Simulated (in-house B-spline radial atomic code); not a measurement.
# Cr¹¹⁺: binding energies from hole states

How much more does a second hole in Cr¹¹⁺ cost because of the first?

The numbers are computed with in-house B-spline radial atomic code version 1 (Dirac-Hartree-Fock, average of configuration, Fermi nucleus, basis-set limit), except any that are marked as measured or tabulated.

### Step 1. The system

* element: chromium (Z = 24)
* charge: +11
* electrons: 13
* configuration: [Ne] 3s2 3p1
* Hamiltonian: Dirac-Coulomb
* nucleus: Fermi, rms radius 3.645 fm

The outer shells:

[Ne] 3s2 3p1
```
[Ne] core
3s [↑↓]
3p [↑ ][  ][  ]
```

The boxes draw the filling by Hund's rule, which heavy ions in jj coupling don't follow; these runs average over all states of the configuration.

Settings, as recorded:

```ini
Z = 24
electrons = 13.0
configuration = [Ne] 3s2 3p1
hamiltonian = dirac
method = hf
spin_polarised = False
nucleus = fermi
rms_radius = 3.6452
mass_number = 52
atomic_mass = 51.940504714
speed_of_light = 137.035999084
```

The reference is known from an earlier run: -1001.376419 hartree in all. Up to eight levels, counted from the top:

```
orbital  occupation  energy (eV)  <r> (bohr)
  1s1/2           2     -6348.33     0.06348
  2s1/2           2     -1014.58      0.2880
  2p1/2           2      -902.27      0.2546
  2p3/2           4      -893.31      0.2573
  3s1/2           2      -324.19      0.7787
  3p1/2    0.333333      -297.39      0.7766
  3p3/2    0.666667      -295.80      0.7809
```

Single holes known from earlier runs (ΔSCF): 1s 6324.67 eV, 2p1/2 896.89 eV, 2p3/2 888.05 eV, 3s 323.88 eV.

### Step 2. The 1s and 2p1/2 holes

In configurations, a minus sign after the shell means j = l − 1/2 and a plus sign j = l + 1/2; the count of electrons follows.

The settings differ from step 1 so:

```diff
@@ -1,4 +1,4 @@
 Z = 24
-electrons = 13.0
-configuration = [Ne] 3s2 3p1
+electrons = 11.0
+configuration = 1s1 2s2 2p-1 2p+4 3s2 3p1
 hamiltonian = dirac
```

The program writes no log. Results of the run, from its result record (rounded, main fields):

```text
{
  "status": "converged",
  "iterations": 8,
  "energy [hartree]": {"total": -731.815294152, "kinetic": 740.665026342, "nuclear": -1620.5309673, "coulomb": 167.232288615, "exact_exchange": -19.1816418116},
  "breit [hartree]": {"gaunt": 0.1208182, "retardation": -0.01597553, "frequency_dependence": -0.0004417721},
  "qed [hartree]": {"self_energy": 0.1515396, "uehling": -0.01207832, "wichmann_kroll": 6.320402e-05},
  "recoil [hartree]": 0.006713494,
  "total_with_corrections [hartree]": -731.56465529,
  "orbitals [hartree, bohr; first row names the columns]": [
    ["name", "occ", "eps", "<r>"],
    ["1s1/2", 1.0, -250.76912, 0.062945],
    ["2s1/2", 2.0, -43.729945, 0.27541],
    ["2p1/2", 1.0, -40.753389, 0.23736],
    ["2p3/2", 4.0, -40.168593, 0.24098],
    ["3s1/2", 2.0, -15.010124, 0.71735],
    ["3p1/2", 0.33333, -14.100109, 0.70318],
    ["3p3/2", 0.66667, -14.081386, 0.70304]
  ],
  "sum_r [bohr^k]": {"-1": 67.52219, "1": 3.952808, "2": 2.269542},
  "energy_minus_base [hartree]": 269.561125,
  "energy_minus_base_with_corrections [hartree]": 269.220418
}
```

Wall time 0.37 s (1 thread, shared host).

energy_minus_base is the energy less that of the reference run.

### Step 3. The 2p1/2 and 3s holes

The settings differ from step 2 so:

```diff
@@ -2,3 +2,3 @@
 electrons = 11.0
-configuration = 1s1 2s2 2p-1 2p+4 3s2 3p1
+configuration = 1s2 2s2 2p-1 2p+4 3s1 3p1
 hamiltonian = dirac
```

Results of the run:

```text
{
  "status": "converged",
  "iterations": 8,
  "energy [hartree]": {"total": -955.069506711, "kinetic": 967.36849496, "nuclear": -2101.45838952, "coulomb": 211.86862694, "exact_exchange": -32.8482390945},
  "breit [hartree]": {"gaunt": 0.3439562, "retardation": -0.02753471, "frequency_dependence": -0.0007568099},
  "qed [hartree]": {"self_energy": 0.2585872, "uehling": -0.02089338, "wichmann_kroll": 0.0001093449},
  "recoil [hartree]": 0.008313662,
  "total_with_corrections [hartree]": -954.507725193,
  "orbitals [hartree, bohr; first row names the columns]": [
    ["name", "occ", "eps", "<r>"],
    ["1s1/2", 2.0, -238.97917, 0.063402],
    ["2s1/2", 2.0, -41.386541, 0.28412],
    ["2p1/2", 1.0, -37.889545, 0.2476],
    ["2p3/2", 4.0, -37.365867, 0.2513],
    ["3s1/2", 1.0, -14.547251, 0.73766],
    ["3p1/2", 0.33333, -13.4247, 0.73169],
    ["3p3/2", 0.66667, -13.413797, 0.73109]
  ],
  "sum_r [bohr^k]": {"-1": 87.56088, "1": 3.416807, "2": 1.813998},
  "energy_minus_base [hartree]": 46.3069127,
  "energy_minus_base_with_corrections [hartree]": 46.277348
}
```

It took 0.37 s on 1 thread, shared host.

### Step 4. The 2p3/2 and 2p3/2 holes

The settings differ from step 3 so:

```diff
@@ -2,3 +2,3 @@
 electrons = 11.0
-configuration = 1s2 2s2 2p-1 2p+4 3s1 3p1
+configuration = 1s2 2s2 2p-2 2p+2 3s2 3p1
 hamiltonian = dirac
```

Results of the run:

```text
{
  "status": "converged",
  "iterations": 8,
  "energy [hartree]": {"total": -932.984240827, "kinetic": 946.212301225, "nuclear": -2043.08801662, "coulomb": 194.749674801, "exact_exchange": -30.8582002376},
  "breit [hartree]": {"gaunt": 0.3371564, "retardation": -0.0244382, "frequency_dependence": -0.0004122301},
  "qed [hartree]": {"self_energy": 0.2609294, "uehling": -0.021171, "wichmann_kroll": 0.0001107916},
  "recoil [hartree]": 0.008340285,
  "total_with_corrections [hartree]": -932.423725366,
  "orbitals [hartree, bohr; first row names the columns]": [
    ["name", "occ", "eps", "<r>"],
    ["1s1/2", 2.0, -241.50113, 0.063333],
    ["2s1/2", 2.0, -42.709107, 0.28025],
    ["2p1/2", 2.0, -39.386674, 0.24441],
    ["2p3/2", 2.0, -39.147293, 0.24598],
    ["3s1/2", 2.0, -14.857568, 0.7243],
    ["3p1/2", 0.33333, -13.977021, 0.70816],
    ["3p3/2", 0.66667, -13.845309, 0.71629]
  ],
  "sum_r [bohr^k]": {"-1": 85.12878, "1": 3.830116, "2": 2.261595},
  "energy_minus_base [hartree]": 68.3921786,
  "energy_minus_base_with_corrections [hartree]": 68.3613478
}
```

Run time: 0.35 s. Hardware: 1 thread, shared host.

### Step 5. The 1s and 3s holes

The settings differ from step 4 so:

```diff
@@ -2,3 +2,3 @@
 electrons = 11.0
-configuration = 1s2 2s2 2p-2 2p+2 3s2 3p1
+configuration = 1s1 2s2 2p6 3s1 3p1
 hamiltonian = dirac
```

Results of the run:

```text
{
  "status": "converged",
  "iterations": 13,
  "energy [hartree]": {"total": -755.495628214, "kinetic": 764.849368448, "nuclear": -1683.29895342, "coulomb": 185.45798601, "exact_exchange": -22.5040292485},
  "breit [hartree]": {"gaunt": 0.1381035, "retardation": -0.01748241, "frequency_dependence": -0.0004094501},
  "qed [hartree]": {"self_energy": 0.1474205, "uehling": -0.01181287, "wichmann_kroll": 6.182381e-05},
  "recoil [hartree]": 0.00682882,
  "total_with_corrections [hartree]": -755.232918283,
  "orbitals [hartree, bohr; first row names the columns]": [
    ["name", "occ", "eps", "<r>"],
    ["1s1/2", 1.0, -247.18068, 0.064699],
    ["2s1/2", 2.0, -42.355635, 0.27965],
    ["2p1/2", 2.0, -38.819289, 0.24263],
    ["2p3/2", 4.0, -38.434789, 0.24529],
    ["3s1/2", 1.0, -15.668032, 0.72689],
    ["3p1/2", 0.33333, -13.653072, 0.71782],
    ["3p3/2", 0.66667, -13.579406, 0.72202]
  ],
  "sum_r [bohr^k]": {"-1": 70.13752, "1": 3.537943, "2": 1.82625},
  "energy_minus_base [hartree]": 245.880791,
  "energy_minus_base_with_corrections [hartree]": 245.552155
}
```

Run time: 0.6 s. Hardware: 1 thread, shared host.

Radial density 4πr²n(r) and radial functions P(r) = rR(r):

```
r (bohr)      4πr²n   1s1/2    3s1/2    3p3/2
 0.00387     0.8966  0.8578   0.0654   0.0031
 0.00545      1.631  1.1569   0.0880   0.0061
 0.00767      2.873  1.5356   0.1162   0.0118
  0.0108      4.851  1.9952   0.1494   0.0224
  0.0152      7.702  2.5134   0.1842   0.0420
  0.0214      11.25  3.0335   0.2126   0.0770
  0.0300      14.61  3.4420   0.2180   0.1361
  0.0423      16.49  3.5943   0.1733   0.2327
  0.0595      16.23  3.3296   0.0432   0.3730
  0.0837      16.25  2.6076  -0.1976   0.5473
   0.118      21.18  1.6044  -0.5206   0.7036
   0.166      29.58  0.7047  -0.7720   0.7236
   0.233      30.04  0.1941  -0.6922   0.4591
   0.328      17.73  0.0472  -0.0898  -0.1590
   0.461      6.649  0.0643   0.8110  -0.9152
   0.649      4.078  0.0887   1.3387  -1.3129
   0.913      2.148  0.0671   1.0440  -1.0210
    1.29     0.3213  0.0252   0.3937  -0.4091
    1.81   0.009171  0.0040   0.0628  -0.0729
    2.54  2.709e-05  0.0002   0.0031  -0.0042
```

Clear maxima of the radial density (full grid of the record): 0.050, 0.20 bohr.

### Step 6. The 1s and 1s holes

The settings differ from step 5 so:

```diff
@@ -2,3 +2,3 @@
 electrons = 11.0
-configuration = 1s1 2s2 2p6 3s1 3p1
+configuration = 2s2 2p6 3s2 3p1
 hamiltonian = dirac
```

Results of the run:

```text
{
  "status": "converged",
  "iterations": 8,
  "energy [hartree]": {"total": -523.244396555, "kinetic": 528.996943416, "nuclear": -1192.97181773, "coulomb": 164.285672609, "exact_exchange": -23.5551948519},
  "breit [hartree]": {"gaunt": 0.06325055, "retardation": -0.000812696, "frequency_dependence": -9.163342e-07},
  "qed [hartree]": {"self_energy": 0.03425391, "uehling": -0.002492064, "wichmann_kroll": 1.304688e-05},
  "recoil [hartree]": 0.005437887,
  "total_with_corrections [hartree]": -523.144746846,
  "orbitals [hartree, bohr; first row names the columns]": [
    ["name", "occ", "eps", "<r>"],
    ["2s1/2", 2.0, -44.698404, 0.27134],
    ["2p1/2", 2.0, -41.716897, 0.23283],
    ["2p3/2", 4.0, -41.275346, 0.23552],
    ["3s1/2", 2.0, -15.152791, 0.71086],
    ["3p1/2", 0.33333, -14.332193, 0.69045],
    ["3p3/2", 0.66667, -14.248433, 0.69472]
  ],
  "sum_r [bohr^k]": {"-1": 49.70717, "1": 4.06542, "2": 2.273779},
  "energy_minus_base [hartree]": 478.132023,
  "energy_minus_base_with_corrections [hartree]": 477.640326
}
```

It took 0.32 s on 1 thread, shared host.

### Step 7. What the holes cost

| two holes | ΔSCF (eV) | less the two single holes (eV) |
| --- | --- | --- |
| 1s and 2p1/2 | 7335.13 | 113.58 |
| 2p1/2 and 3s | 1260.08 | 39.31 |
| 2p3/2 and 2p3/2 | 1861.05 | 84.95 |
| 1s and 3s | 6690.76 | 42.21 |
| 1s and 1s | 13010.6 | 361.30 |

**Reading.** Two holes cost more than the sum of each, because the second electron leaves a more charged ion. The excess runs from 39.3 eV (2p1/2 and 3s) to 361.3 eV (1s and 1s); it tends to be largest where both holes are compact. Two partly filled shells share a symmetry and can mix in the average, which may lower the energy, in these hole states: 1s and 2p1/2; 2p1/2 and 3s; 2p3/2 and 2p3/2; 1s and 3s; 2p1/2; 2p3/2. Values are for the free ion, measured from the vacuum level.
